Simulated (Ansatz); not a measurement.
Write a Python script for the Python package of Ansatz (0.2.0) that makes a rigid torsion scan of H₄NOSSi, SMILES N[SiH](O)[S]. Settings (for the species named): B3LYP, cc-pVDZ basis, multiplicity 2.

```csv
atom,x (Å),y (Å),z (Å)
N,-0.3542,0.4239,1.1809
Si,-0.3793,-0.3278,-0.3159
O,0.8308,-1.3962,-0.2292
S,0.3453,1.1862,-1.6320
H,0.5544,0.7513,1.3379
H,-0.9131,1.3509,1.0184
H,-1.6528,-0.9181,-0.6470
H,1.6611,-1.1273,-0.7688
```

`torsion.py`:
```python
"""Energy of H4NOSSi as one group turns about a bond."""

import ansatz as az
from ase import Atoms

BASIS_SET = "cc-pVDZ"
FUNCTIONAL = "b3lyp"
FORCE_TOL = 0.02

atoms = Atoms(["N", "Si", "O", "S", "H", "H", "H", "H"], positions=[
    (-0.3542, 0.4239, 1.1809),
    (-0.3793, -0.3278, -0.3159),
    (0.8308, -1.3962, -0.2292),
    (0.3453, 1.1862, -1.632),
    (0.5544, 0.7513, 1.3379),
    (-0.9131, 1.3509, 1.0184),
    (-1.6528, -0.9181, -0.647),
    (1.6611, -1.1273, -0.7688),
])

# relax first, so that the scan starts from a minimum
first = (
    az.Crystal.molecule_from_ase(atoms).calculation()
    .basis(gaussian=BASIS_SET)
    .functional(FUNCTIONAL)
    .spin("collinear", total=1)  # two spin channels
    .relax(force_tolerance=FORCE_TOL, max_steps=80)
)
atoms.positions = first.run(threads=1, pin="off").report["positions_ang"]

start = atoms.get_dihedral(0, 1, 2, 7)
energies = {}
for turn in range(0, 360, 40):
    turned = atoms.copy()
    turned.set_dihedral(0, 1, 2, 7, start + turn, indices=[2, 7])
    job = (
        az.Crystal.molecule_from_ase(turned).calculation()
        .basis(gaussian=BASIS_SET)  # atom-centred Gaussian functions
        .functional(FUNCTIONAL)
        .spin("collinear", total=1)  # two spin channels
    )
    energies[round((start + turn) % 360)] = job.run(threads=1, pin="off").report["free_energy_ev"]
floor = min(energies.values())
print("dihedral N0-Si1-O2-H7 (deg)   E - E(min) (kcal/mol)")
for angle, e in sorted(energies.items()):
    print(f"{angle:8d} {23.060548 * (e - floor):14.3f}  " + "#" * int(30 * (e - floor) / max(max(energies.values()) - floor, 1e-9)))
```

```console
$ python torsion.py
dihedral N0-Si1-O2-H7 (deg)   E - E(min) (kcal/mol)
      38          2.422  ##########################
      78          1.880  ####################
     118          2.127  #######################
     158          2.746  ##############################
     198          2.538  ###########################
     238          1.028  ###########
     278          0.000
     318          0.929  ##########
     358          2.294  #########################
```

The scan is rigid and the energies are electronic, in a modest basis. With rigid groups the curve can differ much from the relaxed path, the start wasn't checked as a minimum of this torsion, and equivalent turns needn't return to the same energy. The run takes the species as open-shell (spin multiplicity 2), which needn't be its ground state. b3lyp holds the VWN-RPA fit, as in Gaussian; the form of ORCA and Turbomole is b3lyp5. Hardware and time: 3.3 min on 1 thread of Arm Neoverse V1, with other jobs on the host, peak memory 0.32 GiB.
